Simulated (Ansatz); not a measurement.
**Nudged elastic band run: Mg6HO6**

Input file:

```yaml
crystal:
  lattice:
    - [6.033742, 0.0, 0.0]
    - [3.016871, 5.225374, 0.0]
    - [0.0, 0.0, 18.158162]
  atoms:
    - { symbol: Mg, position: [0.0, 0.0, 0.0550717] }
    - { symbol: O, position: [0.3333333, 0.8333333, 0.1228997] }
    - { symbol: Mg, position: [0.0, 0.5, 0.0550717] }
    - { symbol: O, position: [0.3333333, 0.3333333, 0.1228997] }
    - { symbol: Mg, position: [0.5, 0.0, 0.0550717] }
    - { symbol: O, position: [0.8333333, 0.8333333, 0.1228997] }
    - { symbol: Mg, position: [0.5, 0.5, 0.0550717] }
    - { symbol: O, position: [0.8333333, 0.3333333, 0.1228997] }
    - { symbol: Mg, position: [0.6679319, 0.66741354, 0.19521275] }
    - { symbol: O, position: [0.99889771, 0.49807589, 0.2524448] }
    - { symbol: Mg, position: [0.66589346, 0.16542952, 0.1967214] }
    - { symbol: O, position: [1.00180909, 0.001387, 0.25100167] }
    - { symbol: Mg, position: [0.16595966, 0.66546501, 0.19676512] }
    - { symbol: O, position: [0.50197181, 0.50128587, 0.25099138] }
    - { symbol: Mg, position: [0.1679935, 0.16728422, 0.19520886] }
    - { symbol: O, position: [0.49879503, -0.0018988, 0.25251903] }
    - { symbol: Mg, position: [0.33579802, 0.33495987, 0.3315989] }
    - { symbol: O, position: [0.67191812, 0.1710975, 0.37554666] }
    - { symbol: Mg, position: [0.33454442, 0.83322778, 0.32667256] }
    - { symbol: O, position: [0.66761237, 0.66583541, 0.37752388] }
    - { symbol: Mg, position: [0.8343333, 0.33321917, 0.32640473] }
    - { symbol: O, position: [0.16703799, 0.16626376, 0.37759227] }
    - { symbol: Mg, position: [0.83592664, 0.83504298, 0.33158373] }
    - { symbol: O, position: [0.17195003, 0.67099982, 0.37555656] }
    - { symbol: H, position: [0.15632574, 0.15633484, 0.4305443] }
    - { symbol: H, position: [-0.34059367, 0.65414248, 0.43049162] }
basis:
  ecutwfc: 420.0
kpoints:
  mp_grid: { grid: [2, 2, 1] }
hamiltonian:
  xc: lda
  pseudopotentials: { kind: paw, azcp: { folder: soft_1 } }
scf:
  occupations: { method: gaussian, width: 0.02 }
  lower_state_search: "off"
neb:
  images: 5
  f_tol: 0.05
  initial_path: idpp
  max_iterations: 29
  spring: 10.0
  constraints: [{ sites: [0, 1, 2, 3, 4, 5, 6, 7] }]
  final_atoms:
    - { symbol: Mg, position: [0.0, 0.0, 0.05507165] }
    - { symbol: O, position: [0.33333335, 0.83333333, 0.12289969] }
    - { symbol: Mg, position: [1.0e-08, 0.5, 0.05507165] }
    - { symbol: O, position: [0.33333335, 0.33333333, 0.12289969] }
    - { symbol: Mg, position: [0.50000001, 0.0, 0.05507165] }
    - { symbol: O, position: [0.83333337, 0.83333333, 0.12289969] }
    - { symbol: Mg, position: [0.50000002, 0.5, 0.05507165] }
    - { symbol: O, position: [0.83333336, 0.33333333, 0.12289969] }
    - { symbol: Mg, position: [0.66546295, 0.66902173, 0.19676247] }
    - { symbol: O, position: [1.00131575, 0.4973766, 0.25099988] }
    - { symbol: Mg, position: [0.66750003, 0.16500128, 0.19521947] }
    - { symbol: O, position: [0.99824123, 0.00358027, 0.25246886] }
    - { symbol: Mg, position: [0.16551667, 0.66902417, 0.19675968] }
    - { symbol: O, position: [0.50135251, 0.4972951, 0.25101612] }
    - { symbol: Mg, position: [0.16746796, 0.16507753, 0.19521905] }
    - { symbol: O, position: [0.49819896, 0.00358114, 0.25247503] }
    - { symbol: Mg, position: [0.33371409, 0.33259998, 0.32648524] }
    - { symbol: O, position: [0.66677356, 0.16638091, 0.37743013] }
    - { symbol: Mg, position: [0.33538772, 0.82914501, 0.33172357] }
    - { symbol: O, position: [0.6716439, 0.65663485, 0.37559551] }
    - { symbol: Mg, position: [0.83363865, 0.33259002, 0.32648463] }
    - { symbol: O, position: [0.16666779, 0.16658715, 0.37745389] }
    - { symbol: Mg, position: [0.83548668, 0.82896614, 0.33165373] }
    - { symbol: O, position: [0.17165897, 0.65662114, 0.3755838] }
    - { symbol: H, position: [0.15555683, 0.18882878, 0.43034714] }
    - { symbol: H, position: [-0.34380678, 0.18756948, 0.43035765] }
  order_check: true
```

Run as:

```bash
$ ansatz run input.yaml --threads 2 --pin off --max-ram 5120MiB --backend cpu --events-out ev --progress --plain --runs-dir out
```

Output, in part (warnings, iteration lines):

```
NEB end point (image 0): max|allowed force component| = 2.405e-2 eV/Å (the criterion of neb.relax_end_points is 1.000e-2)
NEB end point (image 6): max|allowed force component| = 5.775e-3 eV/Å (the criterion of neb.relax_end_points is 1.000e-2)
NEB iter   1: max|band force component| = 5.267e0 eV/Å  barrier→ = 4.0817 eV  barrier← = 4.0820 eV  Δτ_max = 0.2000 Å  (271 SCF iters)
NEB iter   2: max|band force component| = 3.830e0 eV/Å  barrier→ = 2.8627 eV  barrier← = 2.8630 eV  Δτ_max = 0.2000 Å  (177 SCF iters)
NEB iter   3: max|band force component| = 2.547e1 eV/Å  barrier→ = 2.5238 eV  barrier← = 2.5241 eV  Δτ_max = 0.1069 Å  (197 SCF iters)
NEB iter   4: max|band force component| = 2.466e0 eV/Å  barrier→ = 1.1397 eV  barrier← = 1.1400 eV  Δτ_max = 0.2000 Å  (167 SCF iters)
NEB iter   5: max|band force component| = 1.044e0 eV/Å  barrier→ = 0.8438 eV  barrier← = 0.8441 eV  Δτ_max = 0.2000 Å  (175 SCF iters)
NEB iter   6: max|band force component| = 4.272e-1 eV/Å  barrier→ = 0.6501 eV  barrier← = 0.6504 eV  CI = image 3  Δτ_max = 0.1792 Å  (158 SCF iters)
NEB iter   7: max|band force component| = 2.822e-1 eV/Å  barrier→ = 0.5770 eV  barrier← = 0.5773 eV  CI = image 3  Δτ_max = 0.0605 Å  (152 SCF iters)
NEB iter   8: max|band force component| = 1.279e-1 eV/Å  barrier→ = 0.5584 eV  barrier← = 0.5587 eV  CI = image 3  Δτ_max = 0.1043 Å  (136 SCF iters)
NEB iter   9: max|band force component| = 1.221e-1 eV/Å  barrier→ = 0.5547 eV  barrier← = 0.5551 eV  CI = image 3  Δτ_max = 0.0195 Å  (125 SCF iters)
NEB iter  10: max|band force component| = 3.694e-2 eV/Å  barrier→ = 0.5482 eV  barrier← = 0.5485 eV  CI = image 3  CI's point: of a kind that is not told: the force calls were inconclusive, a negative curvature could not be distinguished from the path's own, the only one lies far off the path, or fixed occupations may fill a level only in part  Δτ_max = 0.0000 Å  (910 SCF iters)
```

The run converged. By the program's own check the climbing image is of a kind that is not told: the force calls were inconclusive, a negative curvature could not be distinguished from the path's own, the only one lies far off the path, or fixed occupations may fill a level only in part (lowest curvatures found: -7.44 and 0.22 eV/Å²). Limits of this set-up: coarse k mesh, thin slab, slab without dipole correction, no dispersion correction for a molecule that may bind weakly, PAW files made for another functional.

Final band (atoms are numbered from 1 in the order of the input):

```
image  path coordinate (Å)  energy (eV)  O20–H26 (Å)  O18–H26 (Å)
    0                 0.00         0.00         0.97         3.05
    1                 0.66         0.06         0.97         2.54
    2                 1.31         0.21         0.99         1.94
    3                 1.97         0.55         1.25         1.25
    4                 2.62         0.21         1.94         0.99
    5                 3.27         0.06         2.53         0.97
    6                 3.93         0.00         3.04         0.97
```

The run took 32 min on 2 threads of Arm Neoverse V1 (shared host), peak memory 1.9 GiB.
